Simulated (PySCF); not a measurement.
# InBr₂⁺: singlet, from a bent start

Where does singlet InBr₂⁺ go from a bent start, is the end point a minimum, and what are its modes, charges and moments?

The runs use PySCF 2.14.0; PBE0, basis In def2-TZVP with ECP28, Br def2-TZVP, scalar-relativistic core potentials, no spin–orbit coupling, density fitting.

## (1) The starting structure

3 atoms, charge 1, spin multiplicity 1.

Bond lengths: In1–Br2 2.509 Å, In1–Br3 2.509 Å. Angles: Br2–In1–Br3 110.0°.

```xyz
3
charge 1 multiplicity 1
In    0.0000    0.0000   -0.8328
Br    2.0551    0.0000    0.6062
Br   -2.0551    0.0000    0.6062
```

## (2) Relaxation: bent start, singlet

One driver script runs all steps and calls PySCF; scf.py shows how it sets up the SCF of each step. The optimiser is the driver's own. Before each start the driver seeks the lowest SCF state from one or more starting densities and follows internal instabilities, so scf.py alone need not reach the same state.

The program finds C2v symmetry in the start, which this walk keeps. The walk stops when the largest gradient is under 0.0003 Eh/bohr and the energy has settled too.

scf.py

```python
from pyscf import gto, scf, dft
mol = gto.M(atom='''
In     0.000000     0.000000    -0.832758
Br     2.055100    -0.000000     0.606242
Br    -2.055100     0.000000     0.606242''',
    basis={'In': 'def2-TZVP', 'Br': 'def2-TZVP'},
    ecp={'In': 'def2-TZVP'},
    charge=1, spin=0)
mf = dft.RKS(mol, xc='PBE0')
mf.grids.atom_grid = (50, 194)
aux = {'In': 'def2-universal-JKFIT', 'Br': 'def2-universal-JKFIT'}
mf = mf.density_fit(auxbasis=aux)
mf.kernel()
```

Energy and gradient, step by step:

| step | energy (Eh) | change (kJ/mol) | largest symmetric gradient (Eh/bohr) |
| --- | --- | --- | --- |
| 0 | -5337.619600 | 0.00 | 0.04531 |
| 1 | -5337.634382 | -38.81 | 0.03143 |
| 2 | -5337.650614 | -81.43 | 0.01461 |
| 3 | -5337.659424 | -104.56 | 0.01278 |
| 4 | -5337.662374 | -112.30 | 0.01146 |
| 5 | -5337.663995 | -116.56 | 0.00194 |
| 6 | -5337.664169 | -117.02 | 0.00140 |
| 7 | -5337.664187 | -117.06 | 0.00010 |
| 8 | -5337.664187 | -117.06 | 0.00000 |

The walk ran for 29 s (4 threads, shared host).

End point (D∞h, 8 steps, 117.1 kJ/mol gained): In–Br 2.345 Å (×2); Br–In–Br 180.0°.

## (3) Frequencies

On the finer grid the gradient is checked again; gradients at displacements of ±0.01 bohr then give force constants and infrared intensities.

scf.py: that of step 2 with these lines changed.

```diff
@@ -3,3 +3,3 @@
-In     0.000000     0.000000    -0.832758
-Br     2.055100    -0.000000     0.606242
-Br    -2.055100     0.000000     0.606242''',
+In     0.000000     0.000000     0.000000
+Br     2.345497     0.000000     0.000000
+Br    -2.345497     0.000000     0.000000''',
@@ -10 +10 @@
-mf.grids.atom_grid = (50, 194)
+mf.grids.atom_grid = (75, 302)
```

This SCF starts from the last density.

SCF at the final geometry:

```text
init E= -5337.66410398861
  HOMO = -0.521631732946836  LUMO = -0.325018577841835  gap/eV = 5.35012
cycle= 1 E= -5337.66410398841  delta_E= 2e-10  |g|= 4.39e-05  |ddm|= 9.27e-05
  HOMO = -0.521626509156952  LUMO = -0.325019100735423  gap/eV = 5.34996
cycle= 2 E= -5337.6641039879  delta_E= 5.09e-10  |g|= 6.31e-05  |ddm|= 0.000147
  HOMO = -0.521629332832182  LUMO = -0.325018263875233  gap/eV = 5.35006
cycle= 3 E= -5337.66410398881  delta_E= -9.04e-10  |g|= 3.99e-06  |ddm|= 9.56e-05
  HOMO = -0.521629419549648  LUMO = -0.325018514609595  gap/eV = 5.35006
cycle= 4 E= -5337.6641039888  delta_E= 2.73e-12  |g|= 1.18e-07  |ddm|= 5.91e-06
  HOMO = -0.521629429879862  LUMO = -0.325018514108494  gap/eV = 5.35006
Extra cycle  E= -5337.6641039888  delta_E=    0  |g|= 1.36e-07  |ddm|= 3.03e-07
converged SCF energy = -5337.6641039888
```

The whole step took 22 s.

Geometry: D∞h; In–Br 2.345 Å (×2); Br–In–Br 180.0°.

Modes, for the most abundant isotopes:

```tsv
symmetry	ω (cm⁻¹)	IR (km/mol)	μ (u)
πu	68	9.3	96.39
σg+	236	0.0	78.92
σu+	372	31.6	96.39
```

All wavenumbers are real: a minimum.

Properties at this point:

```yaml
Dipole_moment_about_the_centre_of_mass: 0.00 D
Highest_occupied_level: -14.19 eV
Lowest_empty_level: -8.84 eV
Rotational_constants: 0.01941 cm⁻¹
Zero-point_energy: 4.5 kJ/mol
Principal_polarisabilities: 44.8, 44.8, 112.0 bohr³
Principal_traceless_quadrupole_moments_about_the_centre_of_mass: -5.69, -5.69, 11.38 D Å
Entropy_at_298.15_K_and_1_bar: 305.8 J/(mol K)
Heat_capacity_Cp_at_298.15_K: 59.5 J/(mol K)
Enthalpy_at_298.15_K_above_0_K: 15.08 kJ/mol
Rotational_symmetry_number: 2
```

Charges (e) and bond orders:

```json
{"atom": "In1", "Mulliken": "1.01", "Löwdin": "0.17", "polar tensor": "1.29", "Mayer order to In1": "–"}
{"atom": "Br2,3", "Mulliken": "0.00", "Löwdin": "0.42", "polar tensor": "-0.14", "Mayer order to In1": "1.33"}
```

Mulliken populations on In1 (outside its core potential): s 3.04, p 6.79, d 10.10, f 0.07.

## (4) Summary of results

```
                            quantity                                value
                             minimum                         singlet, D∞h
                            geometry  In–Br 2.345 Å (×2); Br–In–Br 180.0°
                  wavenumbers (cm⁻¹)        68 (πu), 236 (σg+), 372 (σu+)
      dipole moment (centre of mass)                               0.00 D
highest occupied, lowest empty level                     -14.19, -8.84 eV
          polar-tensor charge of In1                              +1.29 e
                   zero-point energy                           4.5 kJ/mol
                 entropy at 298.15 K                      305.8 J/(mol K)
```

What this shows: From C2v at the start the molecule goes to a D∞h minimum. In the infrared the band at 372 cm⁻¹ (σu+, stretch) leads. Only this shape and spin were tried, so other structures or states may lie lower. The soft modes, below some 90 cm⁻¹, carry numerical noise of tens of cm⁻¹, and the entropy with them.

The search up to here took 52 s.
